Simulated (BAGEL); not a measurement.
# CH6BNP (SMILES [CH2]NBP) at ROHF/cc-pVDZ (density fitting with qzvpp-jkfit)

Aim: the vertical doublet–quartet gap of CH6BNP at ROHF/cc-pVDZ (density fitting with qzvpp-jkfit), from 2 runs. 

The results are computed with BAGEL 1.2.2.

1 further run of the same task is left out (set aside as unsound or not needed).

**1. The molecule**

The species is CH6BNP (10 atoms), meant as a doublet with charge 0. SMILES: `[CH2]NBP`. The shape is that of a GFN2-xTB optimisation. This is one conformer, not always the lowest.

Bond lengths: C1–N2 1.349 Å, N2–B3 1.408 Å, B3–P4 1.899 Å, C1–H5 1.072 Å, C1–H6 1.071 Å, N2–H7 1.015 Å, B3–H8 1.170 Å, P4–H9 1.382 Å, P4–H10 1.388 Å. Some angles: C1–N2–B3 128.8°, N2–B3–P4 118.4°, C1–N2–H7 113.2°, B3–N2–H7 118.0°, N2–C1–H5 120.4°, N2–C1–H6 118.8°, N2–B3–H8 119.6°, P4–B3–H8 121.7°, B3–P4–H9 98.6°, B3–P4–H10 98.6°.

**2. The energy at ROHF/cc-pVDZ (density fitting with qzvpp-jkfit)**

job.json reads:

```json
{ "bagel": [

{
  "title": "molecule",
  "basis": "cc-pvdz.json",
  "df_basis": "qzvpp-jkfit",
  "angstrom": "true",
  "geometry": [
    { "atom": "C", "xyz": [      -1.308870,      -0.249170,      -1.409320 ] },
    { "atom": "N", "xyz": [      -0.186890,      -0.070550,      -0.681880 ] },
    { "atom": "B", "xyz": [       0.025530,      -0.319500,       0.687120 ] },
    { "atom": "P", "xyz": [       1.759810,      -0.018060,       1.400660 ] },
    { "atom": "H", "xyz": [      -1.328130,       0.012630,      -2.448660 ] },
    { "atom": "H", "xyz": [      -2.178830,      -0.647260,      -0.927770 ] },
    { "atom": "H", "xyz": [       0.586700,       0.300370,      -1.223740 ] },
    { "atom": "H", "xyz": [      -0.827460,      -0.802860,       1.325720 ] },
    { "atom": "H", "xyz": [       1.394480,       0.642100,       2.559000 ] },
    { "atom": "H", "xyz": [       2.063640,       1.152290,       0.718870 ] }
  ]
},

{ "title": "rohf", "nopen": 1 },

{ "title": "print", "file": "orbitals.molden", "orbitals": "true" }

]}
```

The basis set cc-pVDZ is read from a file made from the Basis Set Exchange's data (not shown).

Command:

```
$ BAGEL_NUM_THREADS=1 BAGEL job.json > job.out
```

The program printed:

```text
* using 1 threads per process

  ===============================================================
  ===============================================================

  *** Geometry ***

  { "atom" : "C", "xyz" : [     -2.473406,     -0.470863,     -2.663229 ] },
  { "atom" : "N", "xyz" : [     -0.353171,     -0.133320,     -1.288566 ] },
  { "atom" : "B", "xyz" : [      0.048245,     -0.603767,      1.298469 ] },
  { "atom" : "P", "xyz" : [      3.325559,     -0.034128,      2.646864 ] },
  { "atom" : "H", "xyz" : [     -2.509802,      0.023867,     -4.627297 ] },
  { "atom" : "H", "xyz" : [     -4.117392,     -1.223144,     -1.753231 ] },
  { "atom" : "H", "xyz" : [      1.108702,      0.567617,     -2.312533 ] },
  { "atom" : "H", "xyz" : [     -1.563673,     -1.517186,      2.505248 ] },
  { "atom" : "H", "xyz" : [      2.635185,      1.213393,      4.835809 ] },
  { "atom" : "H", "xyz" : [      3.899714,      2.177513,      1.358467 ] },

  Number of auxiliary basis functions:      463

  Since a DF basis is specified, we compute 2- and 3-index integrals:
    o Being stored without compression. Storage requirement is 0.030 GB

  Number of basis functions:       90
  Number of electrons      :       39

    * METHOD: MOLECULE                             0.23

  *** Open-shell HF ***

  === Nuclear Repulsion ===
   139.3855833002

      * DIIS with orbital gradients will be used.

  === ROHF iteration (cc-pvdz.json) ===
      0       -461.02765798          0.03076257           0.12
      1       -461.17223213          0.01820478           0.12
      2       -461.20490318          0.01017524           0.12
      3       -461.22085999          0.00145705           0.12
      4       -461.22151921          0.00054654           0.12
      5       -461.22173333          0.00024189           0.12
      6       -461.22177477          0.00005374           0.12
      7       -461.22182288          0.00002527           0.12
      8       -461.22182993          0.00001009           0.12
      9       -461.22183136          0.00000336           0.12
     10       -461.22183296          0.00000121           0.12
     11       -461.22183305          0.00000041           0.12
     12       -461.22183311          0.00000015           0.12
     13       -461.22183314          0.00000006           0.12
     14       -461.22183314          0.00000003           0.12
     15       -461.22183315          0.00000001           0.12
     16       -461.22183315          0.00000001           0.12
    * SCF iteration converged.

    * S^2 (ROHF) is 0.7500

    * Permanent dipole moment:
           (    0.294393,    -0.346169,     0.588512) a.u.

    * METHOD: ROHF                                 2.18

    * METHOD: PRINT                                0.02

  ===============================================================
```

It took 2.6 s on 1 thread of Arm Neoverse V1, shared host; peak memory 0.12 GiB.

**3. The quartet**

input.json reads:

```json
{ "bagel": [

{
  "title": "molecule",
  "basis": "cc-pvdz.json",
  "df_basis": "qzvpp-jkfit",
  "angstrom": "true",
  "geometry": [
    { "atom": "C", "xyz": [      -1.308870,      -0.249170,      -1.409320 ] },
    { "atom": "N", "xyz": [      -0.186890,      -0.070550,      -0.681880 ] },
    { "atom": "B", "xyz": [       0.025530,      -0.319500,       0.687120 ] },
    { "atom": "P", "xyz": [       1.759810,      -0.018060,       1.400660 ] },
    { "atom": "H", "xyz": [      -1.328130,       0.012630,      -2.448660 ] },
    { "atom": "H", "xyz": [      -2.178830,      -0.647260,      -0.927770 ] },
    { "atom": "H", "xyz": [       0.586700,       0.300370,      -1.223740 ] },
    { "atom": "H", "xyz": [      -0.827460,      -0.802860,       1.325720 ] },
    { "atom": "H", "xyz": [       1.394480,       0.642100,       2.559000 ] },
    { "atom": "H", "xyz": [       2.063640,       1.152290,       0.718870 ] }
  ]
},

{ "title": "rohf", "nopen": 3 },

{ "title": "print", "file": "orbitals.molden", "orbitals": "true" }

]}
```

The basis set cc-pVDZ is read from a file made from the Basis Set Exchange's data (not shown).

Command:

```
$ BAGEL_NUM_THREADS=1 BAGEL input.json > input.out
```

The program printed:

```text
* using 1 threads per process

  ===============================================================
  ===============================================================

  *** Geometry ***

  { "atom" : "C", "xyz" : [     -2.473406,     -0.470863,     -2.663229 ] },
  { "atom" : "N", "xyz" : [     -0.353171,     -0.133320,     -1.288566 ] },
  { "atom" : "B", "xyz" : [      0.048245,     -0.603767,      1.298469 ] },
  { "atom" : "P", "xyz" : [      3.325559,     -0.034128,      2.646864 ] },
  { "atom" : "H", "xyz" : [     -2.509802,      0.023867,     -4.627297 ] },
  { "atom" : "H", "xyz" : [     -4.117392,     -1.223144,     -1.753231 ] },
  { "atom" : "H", "xyz" : [      1.108702,      0.567617,     -2.312533 ] },
  { "atom" : "H", "xyz" : [     -1.563673,     -1.517186,      2.505248 ] },
  { "atom" : "H", "xyz" : [      2.635185,      1.213393,      4.835809 ] },
  { "atom" : "H", "xyz" : [      3.899714,      2.177513,      1.358467 ] },

  Number of auxiliary basis functions:      463

  Since a DF basis is specified, we compute 2- and 3-index integrals:
    o Being stored without compression. Storage requirement is 0.030 GB

  Number of basis functions:       90
  Number of electrons      :       39

    * METHOD: MOLECULE                             0.23

  *** Open-shell HF ***

  === Nuclear Repulsion ===
   139.3855833002

      * DIIS with orbital gradients will be used.

  === ROHF iteration (cc-pvdz.json) ===
      0       -460.74513705          0.03744560           0.11
      1       -460.92268833          0.02511520           0.12
      2       -460.98350702          0.01522623           0.12
      3       -461.02121179          0.00193058           0.12
      4       -461.02319476          0.00095713           0.12
      5       -461.02393903          0.00052446           0.12
      6       -461.02441938          0.00024240           0.12
      7       -461.02466600          0.00015304           0.12
      8       -461.02476544          0.00007876           0.12
      9       -461.02481236          0.00004774           0.12
     10       -461.02482500          0.00002037           0.11
     11       -461.02483308          0.00001085           0.12
     12       -461.02483277          0.00000523           0.12
     13       -461.02483310          0.00000283           0.12
     14       -461.02483269          0.00000156           0.12
     15       -461.02483275          0.00000087           0.12
     16       -461.02483285          0.00000056           0.12
     17       -461.02483288          0.00000034           0.12
     18       -461.02483294          0.00000019           0.12
     19       -461.02483298          0.00000010           0.12
     20       -461.02483300          0.00000007           0.11
     21       -461.02483300          0.00000004           0.11
     22       -461.02483299          0.00000002           0.11
     23       -461.02483299          0.00000001           0.11
    * SCF iteration converged.

    * S^2 (ROHF) is 3.7500

    * Permanent dipole moment:
           (   -1.475175,    -0.335341,    -0.348982) a.u.

    * METHOD: ROHF                                 2.96

    * METHOD: PRINT                                0.02

  ===============================================================
```

It took 3.6 s on 1 thread of Arm Neoverse V1, shared host; peak memory 0.12 GiB.

**4. What came out**

At ROHF/cc-pVDZ (density fitting with qzvpp-jkfit):

```
                                        quantity          value
                           doublet: total energy  -461.22183 Eh
                          doublet: dipole moment         1.89 D
                                   doublet: ⟨S²⟩          0.750
                           quartet: total energy  -461.02483 Eh
                          quartet: dipole moment         3.95 D
                                   quartet: ⟨S²⟩          3.750
vertical energy of the quartet above the doublet       5.361 eV
```

In words: At this shape the quartet lies 5.36 eV (517 kJ/mol) above the doublet.
